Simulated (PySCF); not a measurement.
# InP (triplet) with other numerical set-ups

Which parts of the numerical set-up matter for InP (triplet)? Each run edits the base script.

The runs use PySCF 2.14.0; method and basis as typed in the scripts.

2 further runs of the same task are left out: 2 that didn't finish.

**1. Starting geometry**

InP (triplet): 2 atoms, charge 0, spin multiplicity 3.

Bond lengths: In1–P2 2.455 Å.

**2. The base run**

Contents of input.py:

```python
from pyscf import gto, scf, mp

mol = gto.M(
    atom='In 0 0 0; P 0 0 2.455',
    basis='3-21g',
    charge=0,
    spin=2,
    verbose=3,
)
mf = scf.UHF(mol)
mf.kernel()
mp.MP2(mf, frozen=23).kernel()
mf.dip_moment()
print('orbital energies (hartree):', [e[max(0, n-3):n+3].round(4) for e, n in zip(mf.mo_energy, mol.nelec)])
```

On the command line:

```
$ OMP_NUM_THREADS=1 python input.py
```

The log of this run is left out.

Base result: E(SCF) = -6053.721340 Eh, E(MP2) − E(SCF) = -0.06027 Eh, ⟨S²⟩ = 2.101, μ = 3.25 D (of the SCF density).

No relativity is included for the heavy element. The bond length is a typed value, not an optimised one. The triplet is typed in the script; nothing here shows that it is the ground state.

**3. Density fitting auto**

Variant 1 changes density fitting: none → auto.

Contents of input.py:

```python
from pyscf import gto, scf, mp

mol = gto.M(
    atom='In 0 0 0; P 0 0 2.455',
    basis='3-21g',
    charge=0,
    spin=2,
    verbose=3,
)
mf = scf.UHF(mol)
mf = mf.density_fit()
mf.kernel()
mp.MP2(mf, frozen=23).kernel()
mf.dip_moment()
print('orbital energies (hartree):', [e[max(0, n-3):n+3].round(4) for e, n in zip(mf.mo_energy, mol.nelec)])
```

On the command line:

```
$ OMP_NUM_THREADS=1 python input.py
```

**4. Def2-svpd (core potential on)**

Variant 2 changes basis set: 3-21g → def2-svpd; core potential: off → on; frozen orbitals: 23 → 9. The core potential changes with it: totals don't compare.

input.py, as its differences from that of step 2:

```diff
@@ -4,3 +4,4 @@
     atom='In 0 0 0; P 0 0 2.455',
-    basis='3-21g',
+    basis='def2-svpd',
+    ecp={'In': 'def2-svpd'},
     charge=0,
@@ -11,3 +12,3 @@
 mf.kernel()
-mp.MP2(mf, frozen=23).kernel()
+mp.MP2(mf, frozen=9).kernel()
 mf.dip_moment()
```

**5. Cartesian functions on**

Variant 3 changes Cartesian functions: off → on.

input.py, as its differences from that of step 2:

```diff
@@ -7,2 +7,3 @@
     spin=2,
+    cart=True,
     verbose=3,
```

**6. Spin-free X2C on**

Variant 4 changes spin-free X2C: off → on.

input.py, as its differences from that of step 2:

```diff
@@ -10,2 +10,3 @@
 mf = scf.UHF(mol)
+mf = mf.sfx2c1e()
 mf.kernel()
```

What does the calculation give? Wanted: for each run, E(SCF); from base; gap, α spin; SCF dipole; after the SCF.

As calculated:

| run | E(SCF) (hartree) | from base (eV) | gap, α spin (eV) | SCF dipole (D) | functions | after the SCF |
| --- | --- | --- | --- | --- | --- | --- |
| base | -6053.721340 | 0 | 9.02 | 3.25 | 44 | MP2 correlation -1.640 eV, core frozen |
| density fitting auto | -6137.300125 | -2274.2946 | 9.02 | 3.24 | 44 | MP2 correlation -1.667 eV, core frozen |
| def2-svpd (core potential on) | -529.828026 | not comparable | n/a | 0.87 | 56 | MP2 correlation -3.905 eV, core frozen |
| Cartesian functions on | -6054.077835 | -9.7007 | 9.02 | 3.25 | n/a | MP2 correlation -1.667 eV, core frozen |
| spin-free X2C on | -6148.564459 | -2580.8127 | 9.13 | 3.30 | 44 | MP2 correlation -1.647 eV, core frozen |

What this shows: The largest comparable shift of the SCF energy, -2580.813 eV, comes with the run “spin-free X2C on”. Scalar relativity lowers the total energy by 2580.81 eV, nearly all of it in the inner shells; a basis contracted without relativity catches only part of it.
